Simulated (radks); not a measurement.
# Ionising mercury step by step, Hg⁶¹⁺ to Hg⁷³⁺

Wanted: the ionisation ladder of mercury and its errors against NIST. Each value is a difference of total energies (Δ-SCF).

Program: radks (a radial shooting solver on a logarithmic mesh, Libxc functionals) version 1. Level of theory: scalar-relativistic Kohn-Sham, LDA (Slater exchange, Perdew-Wang correlation), spin-polarised, spherical densities, point nucleus; open shells are filled with parallel spins first. These are calculated values, not measurements, unless marked.

## 1. The atom as given

| Property | Result |
| --- | --- |
| element | mercury (Z = 80) |
| charges | 61 to 73 |
| first configuration | [Ar] 3d1 |
| last configuration | [He] 2s2 2p3 |

Outer shells as boxes (Hund's rule):

Hg⁶¹⁺
```
[Ar] core
3d [↑ ][  ][  ][  ][  ]
```

Hg⁷³⁺
```
[He] core
2s [↑↓]
2p [↑ ][↑ ][↑ ]
```

## 2. Hg⁶¹⁺, [Ar] 3d1

Settings of this run:

```text
Z 80
configuration [Ar] 3d1
relativity scalar-relativistic
functional lda,pw
spin polarised
nucleus point
c 137.035999084
```

## 3. Hg⁶²⁺, [Ar]

Settings of this run:

```text
Z 80
configuration [Ar]
relativity scalar-relativistic
functional lda,pw
spin polarised
nucleus point
c 137.035999084
```

## 4. Hg⁶³⁺, [Ne] 3s2 3p5

Settings of this run:

```text
Z 80
configuration [Ne] 3s2 3p5 4s0 3d0
relativity scalar-relativistic
functional lda,pw
spin polarised
nucleus point
c 137.035999084
```

## 5. Hg⁶⁴⁺, [Ne] 3s2 3p4

Settings of this run:

```text
Z 80
configuration [Ne] 3s2 3p4
relativity scalar-relativistic
functional lda,pw
spin polarised
nucleus point
c 137.035999084
```

## 6. Hg⁶⁵⁺, [Ne] 3s2 3p3

Settings of this run:

```text
Z 80
configuration [Ne] 3s2 3p3
relativity scalar-relativistic
functional lda,pw
spin polarised
nucleus point
c 137.035999084
```

## 7. Hg⁶⁶⁺, [Ne] 3s2 3p2

Settings of this run:

```text
Z 80
configuration [Ne] 3s2 3p2
relativity scalar-relativistic
functional lda,pw
spin polarised
nucleus point
c 137.035999084
```

## 8. Hg⁶⁷⁺, [Ne] 3s2 3p1

Settings of this run:

```text
Z 80
configuration [Ne] 3s2 3p1 4s0 3d0
relativity scalar-relativistic
functional lda,pw
spin polarised
nucleus point
c 137.035999084
```

## 9. Hg⁶⁸⁺, [Ne] 3s2

Settings of this run:

```text
Z 80
configuration [Ne] 3s2
relativity scalar-relativistic
functional lda,pw
spin polarised
nucleus point
c 137.035999084
```

## 10. Hg⁶⁹⁺, [Ne] 3s1

Settings of this run:

```text
Z 80
configuration [Ne] 3s1
relativity scalar-relativistic
functional lda,pw
spin polarised
nucleus point
c 137.035999084
```

## 11. Hg⁷⁰⁺, [Ne]

Settings of this run:

```text
Z 80
configuration [Ne]
relativity scalar-relativistic
functional lda,pw
spin polarised
nucleus point
c 137.035999084
```

## 12. Hg⁷¹⁺, [He] 2s2 2p5

Settings of this run:

```text
Z 80
configuration [He] 2s2 2p5
relativity scalar-relativistic
functional lda,pw
spin polarised
nucleus point
c 137.035999084
```

## 13. Hg⁷²⁺, [He] 2s2 2p4

Settings of this run:

```text
Z 80
configuration [He] 2s2 2p4 3s0 3p0
relativity scalar-relativistic
functional lda,pw
spin polarised
nucleus point
c 137.035999084
```

## 14. Hg⁷³⁺, [He] 2s2 2p3

Settings of this run:

```text
Z 80
configuration [He] 2s2 2p3 3s0 3p0
relativity scalar-relativistic
functional lda,pw
spin polarised
nucleus point
c 137.035999084
```

Q: Predict the outcome of this session. Wanted: for each run, species; configuration; Δ-SCF; −ε(HOMO); NIST; error.

As calculated:

```csv
species,configuration,Δ-SCF (eV),−ε(HOMO) (eV),NIST (eV),error (%)
Hg⁶¹⁺,[Ar] 3d1,6448.0,6375.3,6508 (theory),-0.9
Hg⁶²⁺,[Ar],7082.7,7020.1,6933 (theory),+2.2
Hg⁶³⁺,[Ne] 3s2 3p5,7216.0,7153.7,7066 (theory),+2.1
Hg⁶⁴⁺,[Ne] 3s2 3p4,7347.5,7286.2,7211 (theory),+1.9
Hg⁶⁵⁺,[Ne] 3s2 3p3,7517.6,7453.0,7350 (theory),+2.3
Hg⁶⁶⁺,[Ne] 3s2 3p2,7653.8,7589.4,8010 (theory),-4.4
Hg⁶⁷⁺,[Ne] 3s2 3p1,7788.0,7724.7,8160 (theory),-4.6
Hg⁶⁸⁺,[Ne] 3s2,8493.8,8436.4,8470 (theory),+0.3
Hg⁶⁹⁺,[Ne] 3s1,8640.2,8582.6,8620 (theory),+0.2
Hg⁷⁰⁺,[Ne],19125.1,18952.6,18550 (theory),+3.1
Hg⁷¹⁺,[He] 2s2 2p5,19486.9,19315.6,18910 (theory),+3.1
Hg⁷²⁺,[He] 2s2 2p4,19841.8,19674.6,19310 (theory),+2.8
```

**Reading.** Reference values: NIST Atomic Spectra Database (exp. measured, semi-emp. semi-empirical, theory a theoretical value adopted there). The steepest step, after dividing by the final charge, comes at Hg⁷⁰⁺ in [Ne], where the value goes from 8640.2 to 19125.1 eV. There the highest level belongs to another shell. Minus the highest eigenvalue gives 99 to 99 % of the Δ-SCF value along the ladder. Open shells are spherical and high-spin; term and fine-structure splittings are not resolved. Spin-orbit splitting is averaged out at the scalar-relativistic level.
